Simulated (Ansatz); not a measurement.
GdPd3 and its elements: a formation energy from the elements, run with Ansatz 0.2.0, Python API.

The script reads `gdpd3_gdpd3.xyz`:
```text
4
Lattice="4.08 0.0 0.0 0.0 4.08 0.0 0.0 0.0 4.08" Properties=species:S:1:pos:R:3:initial_magmoms:R:1 pbc="T T T"
Gd    0.00000000    0.00000000    0.00000000  7.00
Pd    0.00000000    2.04000000    2.04000000  0.00
Pd    2.04000000    0.00000000    2.04000000  0.00
Pd    2.04000000    2.04000000    0.00000000  0.00
```

The script reads `gdpd3_gd.cif`:
```cif
data_Gd
_cell_length_a 3.636000
_cell_length_b 3.636000
_cell_length_c 5.782600
_cell_angle_alpha 90.00000
_cell_angle_beta 90.00000
_cell_angle_gamma 120.00000
_symmetry_space_group_name_H-M 'P 1'
_symmetry_Int_Tables_number 1
loop_
_symmetry_equiv_pos_as_xyz
'x, y, z'
loop_
_atom_site_label
_atom_site_type_symbol
_atom_site_fract_x
_atom_site_fract_y
_atom_site_fract_z
Gd1 Gd    0.333333    0.666667    0.250000
Gd2 Gd    0.666667    0.333333    0.750000
```

The script reads `gdpd3_pd_cell.vasp`:
```text
Pd
1.0
   0.00000000    1.94650000    1.94650000
   1.94650000    0.00000000    1.94650000
   1.94650000    1.94650000    0.00000000
Pd
1
Direct
   0.00000000    0.00000000    0.00000000
```

`formation_gdpd3.py`
```python
"""Formation energy of GdPd3 from the elements, after relaxing atoms and volume at fixed cell shape."""

from collections import Counter

import ansatz
from ase.io import read
import numpy as np

POLARISED = {"GdPd3", "Gd"}


def compute(name, crystal):
    calc = (
        crystal.calculation()
        .functional("pbesol")
        .basis(520)
        .kpoints(spacing=0.27)
        .occupations("fermi_dirac", width=0.1)
        .stress()
    )
    if name in POLARISED:
        calc = calc.spin("collinear")
    calc = calc.relax(force_tolerance=0.01, fix_cell=["shape"])
    return calc.run(threads=1)


def counts(outcome):
    return Counter(site.symbol for site in outcome.lattice.sites)

def formation_energy(outcome, mu):
    n = counts(outcome)
    return (outcome.report["energy_sigma0_ev"] - sum(k * mu[element] for element, k in n.items())) / sum(n.values())


def volume_per_atom(outcome):
    return abs(np.linalg.det(outcome.lattice.cell_ang)) / len(outcome.lattice.sites)

phases = {}
gdpd3 = ansatz.Crystal.from_extxyz("gdpd3_gdpd3.xyz")
phases["GdPd3"] = gdpd3
atoms = read("gdpd3_gd.cif")
gd = ansatz.Crystal.from_ase(atoms).moments(Gd=7.0)
phases["Gd"] = gd
atoms = read("gdpd3_pd_cell.vasp", format="vasp")
pd_cell = ansatz.Crystal.from_ase(atoms)
phases["Pd"] = pd_cell

done = {}
for name, crystal in phases.items():
    done[name] = compute(name, crystal)
    print(f"{name}: {done[name].report['energy_sigma0_ev']:.4f} eV, {len(done[name].lattice.sites)} atoms")

# chemical potentials of the elements at zero temperature
references = {"Gd": "Gd", "Pd": "Pd"}
mu = {element: done[name].report["energy_sigma0_ev"] / len(done[name].lattice.sites) for element, name in references.items()}

target = done["GdPd3"]
heat = formation_energy(target, mu)
for element, value in mu.items():
    print(f"mu({element}) = {value:.4f} eV from {references[element]}, {volume_per_atom(done[references[element]]):.2f} A^3/atom")
print(f"formation energy of GdPd3: {heat:.4f} eV/atom = {96.4853 * heat:.1f} kJ/mol of atoms")
```

Is GdPd3 bound against its elements at this level, and by how much?

The formation energy is -0.852 eV an atom (-82.2 kJ per mole of atoms), so GdPd3 lies below the reference phases.

The output:

Running `python formation_gdpd3.py` prints:
```text
GdPd3: -29951.2786 eV, 4 atoms
DeckWarning: the atoms were moved onto the symmetric positions of the space group found under crystal.symmetry.tolerance 1.0e-5 (fractional; no operation is sought that the atoms, as they stand in a round, miss by more than twice it, and no atom is moved by as much as it), and the run uses the moved positions. Before [...]
Gd: -18455.9255 eV, 2 atoms
Pd: -6906.6362 eV, 1 atoms
mu(Gd) = -9227.9627 eV from Gd, 31.45 A^3/atom
mu(Pd) = -6906.6362 eV from Pd, 14.60 A^3/atom
formation energy of GdPd3: -0.8518 eV/atom = -82.2 kJ/mol of atoms
```
(Warnings from the package without file and line, shortened.)

What to keep in mind:
- Absolute energies stand on the zero of these potentials, so only differences at equal settings mean something.
- Open f shells: without a Hubbard U, without spin-orbit coupling; the state reached hangs on the start and needn't be the lowest.
- For the metals among these phases the mesh is modest: differences between phases can be off by up to 40 meV an atom.
- Atoms and volume are relaxed with the cell's shape held, which in cells of lower than cubic symmetry can hide stresses and shift volumes.
- The cells come from databases of deposited and of computed structures, and not all need be stable phases.
- The compound is the structure given, not necessarily its lowest; energies are at zero temperature, with no correction for gases. Magnetic phases start from parallel moments and may not end in their lowest magnetic state. A semilocal functional's error on such energies is often 0.05 to 0.1 eV an atom, and 0.1 to 0.3 eV against gases such as O2 or F2.
- Hardware and time: 81 s on 1 thread of Arm Neoverse V1, on a shared host, peak memory 0.59 GiB.
